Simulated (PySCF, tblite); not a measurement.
# C₂H₅F₃GeOSi: dynamics, then NMR shifts on frames, part 2 of 2

tblite 0.8.0 and PySCF 2.14.0. Atoms count from 0. Earlier steps stand in the parts before.

**5. Nuclear shieldings: 625 fs, PBE0/pcSseg-1**

What the job is given:

```
{"job": {"kind": "nmr", "xc": "PBE0", "basis": "pcSseg-1", "pop": false}, "charge": 0, "multiplicity": 1}
O      1.502700     0.261300    -1.023300
C      0.770000    -0.223800    -0.219000
Si    -0.304800     0.974200     0.786000
Ge    -2.327200    -0.120600     1.127600
C      0.671100    -1.723100    -0.009000
F     -0.609000    -2.096500    -0.345600
F      1.463300    -2.478100    -0.661300
F      0.766500    -2.063600     1.332200
H      0.565300     1.053000     1.979300
H     -0.195400     2.199500    -0.185200
H     -3.151000    -0.713300    -0.013800
H     -2.346300    -0.912900     2.411400
H     -3.274400     1.044500     1.535100
```

Method: GIAO PBE0/pcSseg-1 NMR shielding, non-relativistic, gas phase.

The program printed:

```text
coarse grid: 57632 points
cycle   1  E = -2819.0586927121  dE =  5.434e-01  |g| = 1.401e+00  |ddm| = 3.425e+00
cycle   2  E = -2818.3143062366  dE =  7.444e-01  |g| = 2.449e+00  |ddm| = 2.870e+00
cycle   3  E = -2819.2935845021  dE = -9.793e-01  |g| = 4.338e-01  |ddm| = 2.425e+00
cycle   4  E = -2819.3224058386  dE = -2.882e-02  |g| = 1.394e-01  |ddm| = 3.879e-01
cycle   5  E = -2819.3252187885  dE = -2.813e-03  |g| = 3.674e-02  |ddm| = 1.075e-01
cycle   6  E = -2819.3254042037  dE = -1.854e-04  |g| = 9.399e-03  |ddm| = 2.391e-02
cycle   7  E = -2819.3254176949  dE = -1.349e-05  |g| = 2.111e-03  |ddm| = 9.880e-03
cycle   8  E = -2819.3254185054  dE = -8.105e-07  |g| = 6.992e-04  |ddm| = 2.368e-03
final grid: 120264 points
cycle   9  E = -2819.3253835972  dE =  9.965e-08  |g| = 1.161e-03  |ddm| = 1.672e-03
cycle  10  E = -2819.3253830278  dE =  5.694e-07  |g| = 2.155e-03  |ddm| = 2.070e-03
cycle  11  E = -2819.3253838091  dE = -7.813e-07  |g| = 2.429e-04  |ddm| = 1.523e-03
cycle  12  E = -2819.3253838188  dE = -9.730e-09  |g| = 1.550e-05  |ddm| = 1.813e-04
cycle  13  E = -2819.3253838188  dE = -4.002e-11  |g| = 6.163e-06  |ddm| = 1.611e-05
converged SCF energy = -2819.3253838188

GIAO shielding tensors (ppm)
atom      isotropic    diamagn.    paramagn.     s11        s22        s33       span
  0 O     -526.336     398.139    -924.475  -1460.448   -487.571    369.012   1829.459
  1 C      -45.222     253.442    -298.664   -179.432    -40.487     84.253    263.685
  2 Si     411.198     880.872    -469.673    349.665    424.667    459.263    109.598
  3 Ge    1723.375    2757.068   -1033.693   1622.591   1752.116   1795.417    172.827
  4 C       63.899     246.272    -182.373     43.240     57.789     90.669     47.429
  5 F      229.955     476.501    -246.546    133.614    232.567    323.686    190.073
  6 F      292.439     466.984    -174.546    237.979    318.925    320.411     82.432
  7 F      237.454     474.867    -237.413    136.602    227.030    348.730    212.128
  8 H       26.695      28.415      -1.720     23.881     25.370     30.834      6.953
  9 H       25.999      27.452      -1.453     22.345     24.216     31.435      9.090
 10 H       27.432      28.493      -1.061     20.717     22.890     38.691     17.974
 11 H       27.792      28.472      -0.679     21.423     22.457     39.497     18.074
 12 H       27.956      27.572       0.385     21.718     22.552     39.599     17.881
```

Run time: 20 s. Hardware: 1 thread of Intel Xeon 6975P-C, shared host; peak memory 0.97 GiB.

Key values: δ C1 232.1, C4 123.0, O0 862.4, Si2 -62.0, H9 5.72, H8 5.02 ppm.

**6. Shielding tensors: 800 fs, PBE0/pcSseg-1**

What the job is given:

```
{"job": {"kind": "nmr", "xc": "PBE0", "basis": "pcSseg-1", "pop": false}, "charge": 0, "multiplicity": 1}
O      1.547700     0.031800    -0.993500
C      0.725000    -0.197000    -0.179500
Si    -0.322500     1.076500     0.780700
Ge    -2.406100     0.176100     1.412700
C      0.279500    -1.811700    -0.177200
F     -1.006500    -1.937200    -0.579500
F      1.099600    -2.617900    -0.872100
F      0.233000    -2.176300     1.147500
H      0.329400     1.230700     2.096200
H     -0.063900     2.200700    -0.015900
H     -3.391500    -0.537800     0.535500
H     -2.151400    -0.829800     2.583200
H     -3.216600     1.467800     1.919000
```

With the program's defaults for keys left out, this is: GIAO PBE0/pcSseg-1 NMR shielding, non-relativistic, gas phase.

The program printed:

```text
coarse grid: 57632 points
cycle   1  E = -2819.0514221357  dE =  3.489e-01  |g| = 1.407e+00  |ddm| = 3.385e+00
cycle   2  E = -2818.2216446080  dE =  8.298e-01  |g| = 2.546e+00  |ddm| = 2.533e+00
cycle   3  E = -2819.2910248572  dE = -1.069e+00  |g| = 4.445e-01  |ddm| = 2.098e+00
cycle   4  E = -2819.3200966303  dE = -2.907e-02  |g| = 1.497e-01  |ddm| = 3.543e-01
cycle   5  E = -2819.3233707246  dE = -3.274e-03  |g| = 3.920e-02  |ddm| = 1.008e-01
cycle   6  E = -2819.3235948575  dE = -2.241e-04  |g| = 9.776e-03  |ddm| = 2.517e-02
cycle   7  E = -2819.3236090214  dE = -1.416e-05  |g| = 2.064e-03  |ddm| = 9.102e-03
cycle   8  E = -2819.3236098890  dE = -8.676e-07  |g| = 6.364e-04  |ddm| = 2.423e-03
final grid: 120264 points
cycle   9  E = -2819.3236043265  dE =  6.427e-08  |g| = 1.001e-03  |ddm| = 1.849e-03
cycle  10  E = -2819.3236039167  dE =  4.098e-07  |g| = 1.845e-03  |ddm| = 1.876e-03
cycle  11  E = -2819.3236044900  dE = -5.733e-07  |g| = 2.004e-04  |ddm| = 1.249e-03
cycle  12  E = -2819.3236044972  dE = -7.163e-09  |g| = 2.347e-05  |ddm| = 1.279e-04
cycle  13  E = -2819.3236044973  dE = -9.913e-11  |g| = 4.956e-06  |ddm| = 2.534e-05
converged SCF energy = -2819.3236044973

GIAO shielding tensors (ppm)
atom      isotropic    diamagn.    paramagn.     s11        s22        s33       span
  0 O     -464.968     398.577    -863.545  -1242.077   -495.915    343.089   1585.165
  1 C      -31.728     252.631    -284.359   -133.215    -19.609     57.641    190.856
  2 Si     430.895     881.034    -450.139    377.915    450.447    464.323     86.408
  3 Ge    1664.730    2757.772   -1093.042   1594.012   1657.574   1742.605    148.594
  4 C       53.310     251.368    -198.058     39.578     46.465     73.886     34.308
  5 F      247.914     475.863    -227.948    161.423    253.237    329.082    167.658
  6 F      270.517     469.863    -199.346    187.805    274.261    349.485    161.680
  7 F      251.696     475.556    -223.860    143.931    259.984    351.171    207.240
  8 H       26.994      28.558      -1.563     24.129     24.855     31.999      7.870
  9 H       28.394      29.653      -1.259     24.233     26.386     34.564     10.331
 10 H       27.674      29.274      -1.599     20.876     22.992     39.155     18.280
 11 H       26.828      27.855      -1.027     21.006     22.400     37.078     16.072
 12 H       26.817      26.321       0.496     20.948     21.895     37.607     16.659
```

Wall time 20 s (1 thread of Intel Xeon 6975P-C, shared host); peak memory 0.97 GiB.

This run: δ C1 218.7, C4 133.6, O0 801.0, Si2 -81.7, H12 4.90, H11 4.89 ppm.

**7. Nuclear shieldings: 1000 fs, PBE0/pcSseg-1**

What the job is given:

```
{"job": {"kind": "nmr", "xc": "PBE0", "basis": "pcSseg-1", "pop": false}, "charge": 0, "multiplicity": 1}
O      1.105500    -0.069800    -1.122400
C      0.433500    -0.399500    -0.180800
Si    -0.215500     0.731000     1.178700
Ge    -2.457800    -0.003100     1.397100
C      0.146700    -1.929200     0.065900
F     -1.083700    -2.111800    -0.489500
F      1.064800    -2.725900    -0.530400
F      0.196900    -2.334300     1.334200
H      0.493300     0.306200     2.382000
H      0.117800     2.069800     0.593000
H     -2.982800    -0.077900    -0.028500
H     -2.660000    -1.281200     2.063000
H     -3.357600     1.024300     1.928600
```

Level: GIAO PBE0/pcSseg-1 NMR shielding, non-relativistic, gas phase.

The program printed:

```text
coarse grid: 57632 points
cycle   1  E = -2819.0570593533  dE =  4.983e-01  |g| = 1.405e+00  |ddm| = 3.418e+00
cycle   2  E = -2818.1930258146  dE =  8.640e-01  |g| = 2.570e+00  |ddm| = 2.731e+00
cycle   3  E = -2819.2921885660  dE = -1.099e+00  |g| = 4.694e-01  |ddm| = 2.307e+00
cycle   4  E = -2819.3257719791  dE = -3.358e-02  |g| = 1.492e-01  |ddm| = 3.849e-01
cycle   5  E = -2819.3290445656  dE = -3.273e-03  |g| = 3.770e-02  |ddm| = 1.027e-01
cycle   6  E = -2819.3292409972  dE = -1.964e-04  |g| = 1.024e-02  |ddm| = 2.394e-02
cycle   7  E = -2819.3292568301  dE = -1.583e-05  |g| = 2.210e-03  |ddm| = 9.692e-03
cycle   8  E = -2819.3292577689  dE = -9.388e-07  |g| = 7.337e-04  |ddm| = 2.527e-03
final grid: 120264 points
cycle   9  E = -2819.3293251442  dE =  1.261e-07  |g| = 1.260e-03  |ddm| = 2.270e-03
cycle  10  E = -2819.3293244042  dE =  7.400e-07  |g| = 2.421e-03  |ddm| = 2.319e-03
cycle  11  E = -2819.3293254011  dE = -9.969e-07  |g| = 2.568e-04  |ddm| = 1.610e-03
cycle  12  E = -2819.3293254121  dE = -1.103e-08  |g| = 2.109e-05  |ddm| = 1.590e-04
cycle  13  E = -2819.3293254122  dE = -8.913e-11  |g| = 4.895e-06  |ddm| = 2.686e-05
converged SCF energy = -2819.3293254122

GIAO shielding tensors (ppm)
atom      isotropic    diamagn.    paramagn.     s11        s22        s33       span
  0 O     -499.348     399.227    -898.575  -1374.235   -495.856    372.047   1746.282
  1 C      -42.725     251.429    -294.155   -168.468    -41.589     81.880    250.348
  2 Si     431.243     881.071    -449.828    384.486    422.322    486.922    102.435
  3 Ge    1702.848    2759.173   -1056.325   1661.894   1692.103   1754.548     92.654
  4 C       57.982     249.980    -191.998     39.971     48.363     85.612     45.641
  5 F      248.098     475.235    -227.138    159.582    268.584    316.126    156.544
  6 F      263.163     470.042    -206.879    176.742    259.493    353.254    176.512
  7 F      260.568     473.601    -213.034    180.425    262.978    338.300    157.874
  8 H       26.857      28.948      -2.091     23.223     25.680     31.668      8.445
  9 H       27.102      28.078      -0.976     23.451     24.926     32.929      9.478
 10 H       28.079      29.969      -1.890     21.358     23.773     39.106     17.749
 11 H       28.634      30.171      -1.537     21.413     23.880     40.610     19.197
 12 H       28.861      29.553      -0.692     21.960     22.416     42.207     20.247
```

Run time: 20 s. Hardware: 1 thread of Intel Xeon 6975P-C, shared host; peak memory 0.97 GiB.

Key values: δ C1 229.7, C4 128.9, O0 835.4, Si2 -82.1, H8 4.86, H9 4.62 ppm.

**8. Comparing the runs: NMR shifts**

Shifts (ppm) of some atoms, chosen among heavy atoms and hydrogens apart, with basis size and wall time:

| frame | H9 | H12 | O0 | Si2 | Ge3 | F6 | F7 | functions | time |
| --- | --- | --- | --- | --- | --- | --- | --- | --- | --- |
| 250 fs | 4.34 | 3.02 | 878.0 | -74.1 | -373 | -65.0 | -72.3 | 192 | 26 s |
| 425 fs | 3.53 | 3.83 | 802.4 | -85.7 | -310 | -118.2 | -77.7 | 192 | 20 s |
| 625 fs | 5.72 | 3.76 | 862.4 | -62.0 | -392 | -121.5 | -66.5 | 192 | 20 s |
| 800 fs | 3.32 | 4.90 | 801.0 | -81.7 | -334 | -99.6 | -80.7 | 192 | 20 s |
| 1000 fs | 4.62 | 2.86 | 835.4 | -82.1 | -372 | -92.2 | -89.6 | 192 | 20 s |

**9. Summary of results**

What follows sums up all 2 parts.

| quantity | value |
| --- | --- |
| thermostat | 300 K |
| mean temperature, second half | 334 K |
| mean potential energy above the minimum | 0.47 eV |
| 13C shifts against TMS (PBE0/pcSseg-1, 250 fs) | 229.5, 131.1 ppm |
| 1H shifts against TMS (PBE0/pcSseg-1, 250 fs) | 5.29, 4.76, 4.34, 3.96, 3.02 ppm |
| 17O shifts against H2O (PBE0/pcSseg-1, 250 fs) | 878.0 ppm |
| 29Si shifts against TMS (PBE0/pcSseg-1, 250 fs) | -74.1 ppm |
| 73Ge shifts against GeMe4 (PBE0/pcSseg-1, 250 fs) | -373 ppm |
| 19F shifts against CFCl3 (PBE0/pcSseg-1, 250 fs) | -64.3, -65.0, -72.3 ppm |
| surface potential, 1st and 99th percentile | -1.00 V and 1.59 V |
| range of the shift of Ge3 | -392 to -310 ppm |

In words: In the second half the potential energy averages 0.47 eV above the minimum; equipartition over 33 harmonic modes at 300 K would give 0.43 eV. With 13 atoms the temperature swings widely (141 to 475 K). Shifts at one fixed geometry are not the observed spectrum, which averages over the motion. In the first frame run (250 fs): The widest tensor belongs to O0: span 1800 ppm, with a paramagnetic part of -937 ppm. By nearest atom (PBE0/pcSseg-1), the HOMO sits on O0 47 %; Si2 13 % and the LUMO on C1 44 %; O0 32 %. Across the 5 runs the shift of Ge3 moves most, between -392 (625 fs) and -310 ppm (425 fs). Spin-orbit coupling is left out, which matters for shieldings and couplings at and beside the heavy atoms.
